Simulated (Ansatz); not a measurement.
# PBE0/def2-SVP (core potential) run of InSi2H7 (SMILES [SiH3][SiH2][InH2])

Aim: the vertical ionisation energy of InSi2H7 at PBE0/def2-SVP (core potential), from 2 runs. 

Program for the calculation: Ansatz 0.2.0.

54 further runs of the same task are left out: 54 set aside as unsound or not needed.

### Step 1. The system as given

InSi2H7: 10 atoms, total charge 0, spin state singlet. As SMILES, `[SiH3][SiH2][InH2]`. The coordinates come from a PBE0-D4/def2-TZVP relaxation.

Bond lengths: Si1–Si2 2.339 Å, Si2–In3 2.571 Å, Si1–H4 1.488 Å, Si1–H5 1.489 Å, Si1–H6 1.489 Å, Si2–H7 1.491 Å, Si2–H8 1.492 Å, In3–H9 1.728 Å, In3–H10 1.728 Å. Some angles: Si1–Si2–In3 110.2°, Si1–Si2–H7 108.2°, Si1–Si2–H8 107.8°, In3–Si2–H7 111.9°, In3–Si2–H8 111.1°, Si2–Si1–H4 112.1°, Si2–Si1–H5 109.8°, Si2–Si1–H6 109.8°, Si2–In3–H9 121.0°, Si2–In3–H10 120.2°.

### Step 2. The energy at PBE0/def2-SVP (core potential)

Contents of molecule.yaml:

```yaml
crystal:
  periodic: [false, false, false]
  atoms:
    - {symbol: Si, position_ang: [-1.450900, 0.732300, -0.821600]}
    - {symbol: Si, position_ang: [0.023100, -0.982700, -0.222400]}
    - {symbol: In, position_ang: [1.884800, -0.062700, 1.293100]}
    - {symbol: H, position_ang: [-2.541100, 0.248700, -1.711500]}
    - {symbol: H, position_ang: [-0.707700, 1.812100, -1.527500]}
    - {symbol: H, position_ang: [-2.065700, 1.320500, 0.400500]}
    - {symbol: H, position_ang: [-0.761300, -2.056900, 0.451800]}
    - {symbol: H, position_ang: [0.588700, -1.557900, -1.477300]}
    - {symbol: H, position_ang: [1.761400, -0.160900, 3.013900]}
    - {symbol: H, position_ang: [3.268800, 0.707500, 0.601100]}
basis:
  gaussian:
    orbitals: def2-SVP
hamiltonian:
  xc: pbe0
accuracy: high
output:
  orbitals: {seedname: orbitals}
```

On the command line:

```sh
ansatz run molecule.yaml --threads 1 --pin off --max-ram 3480MiB --events-out events.jsonl --progress --plain --runs-dir runs
```

What it wrote:

```text
Warning: RAYON_NUM_THREADS=1 ignored (pool sized by the plan → 1); use --threads N
Functional definition: PBE0
  name "PBE0"
  parameter a = 0.25
  parameter kappa = 0.804
  parameter beta = 0.06672455060314922
  exchange = (1 - a)*pbe_x(kappa = kappa, mu = beta*pi^2/3) + a*exact_x
  correlation = pbe_c(beta = beta)
2240 factors; integrals over basis functions are off by at most 8.6e-9 eV
mean field evaluation 1: about -21029.5519 eV, gradient 1.4e1 eV
mean field evaluation 2: about -21030.0164 eV, gradient 9.1e0 eV
mean field evaluation 4: about -21030.2732 eV, gradient 2.0e-1 eV
mean field evaluation 8: about -21030.3718 eV, gradient 7.2e-2 eV
mean field evaluation 16: about -21030.3719 eV, gradient 2.9e-6 eV
mean field -21030.37185559 eV, -772.8519107951 hartree, gradient 2.2e-8 eV, S^2 0.000000; 0 other end points of the search recorded, 0 dependent functions left out
reference -21030.37185928 eV, -772.8519109305 hartree; 28, 28 occupied and 69, 69 virtual orbitals, 2240 factors
Total energy: -21030.37185928 eV, -772.8519109305 hartree
```

It took 11 s on 1 thread of Arm Neoverse V1, shared host; peak memory 0.38 GiB.

### Step 3. The doublet cation at the same level

Contents of run.yaml:

```yaml
basis:
  gaussian: {orbitals: def2-SVP}
crystal:
  periodic: [false, false, false]
  atoms:
    - symbol: Si
      position_ang: [-1.450900, 0.732300, -0.821600]
    - symbol: Si
      position_ang: [0.023100, -0.982700, -0.222400]
    - symbol: In
      position_ang: [1.884800, -0.062700, 1.293100]
    - symbol: H
      position_ang: [-2.541100, 0.248700, -1.711500]
    - symbol: H
      position_ang: [-0.707700, 1.812100, -1.527500]
    - symbol: H
      position_ang: [-2.065700, 1.320500, 0.400500]
    - symbol: H
      position_ang: [-0.761300, -2.056900, 0.451800]
    - symbol: H
      position_ang: [0.588700, -1.557900, -1.477300]
    - symbol: H
      position_ang: [1.761400, -0.160900, 3.013900]
    - symbol: H
      position_ang: [3.268800, 0.707500, 0.601100]
hamiltonian: {xc: {name: PBE0}}
accuracy: high
magnetization: {spin_polarized: true, initial_magnetization: 1}
output: {orbitals: {seedname: orbitals}}
total_charge: 1
```

On the command line:

```sh
ansatz run run.yaml --threads 1 --pin off --max-ram 3480MiB --events-out events.jsonl --progress --plain --runs-dir runs
```

What it wrote:

```text
Warning: RAYON_NUM_THREADS=1 ignored (pool sized by the plan → 1); use --threads N
Functional definition: PBE0
  name "PBE0"
  parameter a = 0.25
  parameter kappa = 0.804
  parameter beta = 0.06672455060314922
  exchange = (1 - a)*pbe_x(kappa = kappa, mu = beta*pi^2/3) + a*exact_x
  correlation = pbe_c(beta = beta)
2236 factors; integrals over basis functions are off by at most 8.6e-9 eV
mean field evaluation 1: about -21019.8517 eV, gradient 1.2e1 eV
mean field evaluation 2: about -21020.0461 eV, gradient 1.2e1 eV
mean field evaluation 4: about -21021.1688 eV, gradient 3.7e-1 eV
mean field evaluation 8: about -21021.2788 eV, gradient 5.7e-2 eV
mean field evaluation 16: about -21021.2789 eV, gradient 8.9e-4 eV
mean field evaluation 32: about -21021.2789 eV, gradient 9.5e-8 eV
mean field -21021.27886171 eV, -772.5177494331 hartree, gradient 9.5e-8 eV, S^2 0.755872; 4 other end points of the search recorded, 0 dependent functions left out
reference -21021.27886559 eV, -772.5177495758 hartree; 28, 27 occupied and 69, 70 virtual orbitals, 2236 factors
Total energy: -21021.27886559 eV, -772.5177495758 hartree
```

It took 28 s on 1 thread of Arm Neoverse V1, shared host; peak memory 0.55 GiB.

### Step 4. What came out

At PBE0/def2-SVP (core potential):

```
                                          quantity          value
                     singlet InSi2H7: total energy  -772.85191 Eh
                      singlet InSi2H7: HOMO energy       -7.28 eV
                      singlet InSi2H7: LUMO energy       -2.18 eV
                    singlet InSi2H7: HOMO–LUMO gap        5.10 eV
                      doublet cation: total energy  -772.51775 Eh
doublet cation: HOMO energy (highest over α and β)      -13.12 eV
 doublet cation: LUMO energy (lowest over α and β)      -10.88 eV
                              doublet cation: ⟨S²⟩          0.756
vertical ionisation energy (to the doublet cation)       9.093 eV
```

In words: Removing an electron at fixed nuclei costs 9.09 eV (877 kJ/mol). The negative HOMO energy of the first species, 7.28 eV, lies 1.81 eV below that difference.
